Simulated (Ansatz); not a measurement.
# CsSnI3: the cost of one run

Computed with Ansatz 0.2.0 (DFT LDA, scalar-relativistic, plane waves, PAW, unless a step's input says otherwise).

The COD cell was measured well above room temperature, so it is larger than a cold one.

### 1 The structure to begin with

The structure is cubic, space group Pm-3m (No. 221). Conventional cell: a = 6.206 Å, b = 6.206 Å, c = 6.206 Å, α = 90.00°, β = 90.00°, γ = 90.00°. Cs (site symmetry m-3m) is surrounded by 12 I at 4.39 Å. Sn (site symmetry m-3m) has 6 I at 3.10 Å as nearest neighbours. I (site symmetry 4/mmm) has 2 Sn at 3.10 Å and 4 Cs at 4.39 Å as nearest neighbours.

Structure file:

```
Cs Sn I
1.0
     6.20570    0.00000    0.00000
     0.00000    6.20570    0.00000
     0.00000    0.00000    6.20570
Cs Sn I
1 1 3
Direct
  0.00000 0.00000 0.00000
  0.50000 0.50000 0.50000
  0.00000 0.50000 0.50000
  0.50000 0.00000 0.50000
  0.50000 0.50000 0.00000
```

Source of the structure: the Crystallography Open Database.

### 2 Probe: one point at the start

The input, input.yaml:

```yaml
crystal:
  lattice:
    - [6.2057, 0.0, 0.0]
    - [0.0, 6.2057, 0.0]
    - [0.0, 0.0, 6.2057]
  atoms:
    - { symbol: Cs, position: [0.0, 0.0, 0.0] }
    - { symbol: Sn, position: [0.5, 0.5, 0.5] }
    - { symbol: I, position: [0.0, 0.5, 0.5] }
    - { symbol: I, position: [0.5, 0.0, 0.5] }
    - { symbol: I, position: [0.5, 0.5, 0.0] }
basis:
  ecutwfc: 420
kpoints:
  mp_grid: { grid: [4, 4, 4] }
hamiltonian:
  xc: lda
scf:
  occupations: { method: gaussian, width: 0.1 }
output:
  forces: true
  stress: true
  eigenvalues: true
```

**Question.** How long does this run take on 1 thread of an Arm CPU, shared host, and how much memory does it need?

About 6.1 s, with a peak of 0.46 GiB.
